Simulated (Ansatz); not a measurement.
I need an atomisation energy of BrClH₂Sn, SMILES [Cl][SnH2][Br]. Use the Python package of Ansatz (0.2.0). Settings (for the species named): r2scan0, def2-SVP basis, multiplicity 1.

The script reads `brclh2sn.xyz`:
```text
5

Cl   -2.02730    0.51610   -0.79500
Sn    0.02160    0.06460    0.13470
Br    1.21950   -1.55320   -1.36480
H    -0.12410   -0.63540    1.71510
H     0.96020    1.53420    0.26850
```

`brclh2sn.py`
```python
"""Atomisation energy of BrClH2Sn at the given geometry."""

from collections import Counter

import ansatz as az


def total_energy(molecule, charge=0, unpaired=0):
    calc = (
        molecule.calculation()
        .basis(gaussian="def2-SVP")
        .functional("r2scan0")
    )
    if charge:
        calc = calc.charge(charge)
    if unpaired:
        calc = calc.spin("collinear", total=unpaired)
    report = calc.run(threads=1, backend="cpu").report
    if report["published_state_doubts"]:
        print("  doubts:", report["published_state_doubts"])
    return report["free_energy_ev"]


def main() -> None:
    mol = az.Crystal.molecule_from_extxyz("brclh2sn.xyz")

    # Hund ground states
    unpaired = {"Cl": 1, "Sn": 2, "Br": 1, "H": 1}
    counts = Counter(site.symbol for site in mol.cartesian_sites)
    atom_energy = {s: total_energy(az.Crystal.molecule().atom(s, (0, 0, 0)), 0, unpaired[s]) for s in counts}
    whole = total_energy(mol, 0, 0)
    for s, e in atom_energy.items():
        print(f"{s:2s} x{counts[s]}  {e:14.5f} eV")
    print(f"BrClH2Sn: {whole:.5f} eV")
    split = sum(counts[s] * e for s, e in atom_energy.items()) - whole
    print(f"atomisation energy (no zero-point term): {96.485332 * split:.1f} kJ/mol, {split / sum(counts.values()):.3f} eV an atom")


if __name__ == "__main__":
    main()
```

`python brclh2sn.py` gives:
```text
Cl x1    -12516.15069 eV
Sn x1     -5831.43271 eV
Br x1    -70036.31886 eV
H  x2       -13.58464 eV
BrClH2Sn: -88422.76127 eV
atomisation energy (no zero-point term): 1127.9 kJ/mol, 2.338 eV an atom
```

1127.9 kJ/mol from the electronic energies, without the zero-point term.

Caveats:
- Total energies depend on the basis set; only differences at equal settings carry meaning.
- The geometry is a force-field or estimated start, not a minimum of this method, and the basis set is short of its limit. All parts are taken at fixed geometry, without zero-point energy.
- def2 sets replace the cores of elements past krypton by effective core potentials.
- The spin-orbit lowering of heavy atoms is left out.
- Finished in 7.8 s on 1 thread of Arm Neoverse V2, on a shared host, peak memory 0.26 GiB.

(Lines on the test bed's own set-up are left out of the output.)
